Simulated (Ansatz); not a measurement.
**SiGePH (singlet): wave-function methods side by side at a displaced geometry (v1), cc-pVDZ**

How much of the correlation energy of SiGePH (singlet) does each wave-function method recover here?

Program: Ansatz 0.2.0, Gaussian basis. Level of theory: cc-pVDZ, core rule «outside noble gas», up to 24 orbitals frozen. These are calculated values, not measurements.

Plan: UHF; CCSD(T) on RHF; BCCD(T) on RHF; CISD; CCSDT(Q) on RHF; CASSCF and MRCISD+Q, 8 electrons in 8 orbitals; CASSCF and NEVPT2, 8 electrons in 8 orbitals.

19 further runs of the same task are left out: 8 that didn't finish, 11 set aside as unsound or not needed. Runs told in other sessions of the task aren't counted.

### 1 The system

The geometry is a PBE0/def2-TZVP stationary point (not a proven minimum) with its atoms shifted at random (size 0.040 Å). No spin-orbit coupling is included. The filled d shell of Ge may be among the frozen orbitals whatever the setting's name suggests.

4 atoms, charge 0, spin multiplicity 1.

Atoms are counted from 1 here; the program's logs count them from 0.

Bond lengths: P1–Ge2 2.227 Å, P1–Si3 2.074 Å, P1–H4 1.394 Å, Ge2–Si3 2.511 Å. Angles: Ge2–P1–Si3 71.3°, Ge2–P1–H4 146.1°, Si3–P1–H4 142.5°, P1–Ge2–Si3 51.5°, P1–Si3–Ge2 57.2°.

### 2 UHF

The input, in.yaml:

```yaml
crystal:
  periodic: [false, false, false]
  atoms:
    - {symbol: P, position_ang: [-0.009096, 1.038345, 0.956228]}
    - {symbol: Ge, position_ang: [-0.009929, -0.091505, -0.963196]}
    - {symbol: Si, position_ang: [0.038035, -0.990774, 1.380655]}
    - {symbol: H, position_ang: [-0.064742, 2.293686, 1.559766]}
basis:
  gaussian: {orbitals: cc-pVDZ}
magnetization: {spin_polarized: true, initial_magnetization: 0}
hamiltonian: {xc: hf}
output: {orbitals: {seedname: orbitals}}
```

Launch:

```sh
$ ansatz run in.yaml --threads 1 --pin off --events-out ev --progress --plain --max-ram 2393MiB
```

After this run come: CCSD(T) on RHF; BCCD(T) on RHF; CISD; CCSDT(Q) on RHF; CASSCF and MRCISD+Q, 8 electrons in 8 orbitals; CASSCF and NEVPT2, 8 electrons in 8 orbitals.

**Question.** What will the summary of the whole plan be? Wanted: RCCSDT(Q) from the RHF energy; RMP2 from RCCSDT(Q); RCCSD from RCCSDT(Q); RCCSD(T) from RCCSDT(Q); NEVPT2 frontier from RCCSDT(Q); MRCISD+Q frontier from RCCSDT(Q); T1 diagnostic.

The runs gave:

```
                         quantity          value
    RCCSDT(Q) from the RHF energy     -8.9484 eV
              RMP2 from RCCSDT(Q)  +139.2 kJ/mol
             RCCSD from RCCSDT(Q)   +50.9 kJ/mol
          RCCSD(T) from RCCSDT(Q)    +7.2 kJ/mol
   NEVPT2 frontier from RCCSDT(Q)  +141.3 kJ/mol
 MRCISD+Q frontier from RCCSDT(Q)   +15.7 kJ/mol
levels within 1 kcal/mol (43 meV)           none
                    T1 diagnostic          0.020
```

What this shows: RCCSD(T) lands +7.2 kJ/mol from the yardstick (0.8 % of the correlation energy). Of the multireference levels listed MRCISD+Q frontier comes nearest in total energy (+15.7 kJ/mol), which doesn't show that its space is the better one. These misses are within one basis, not against nature.
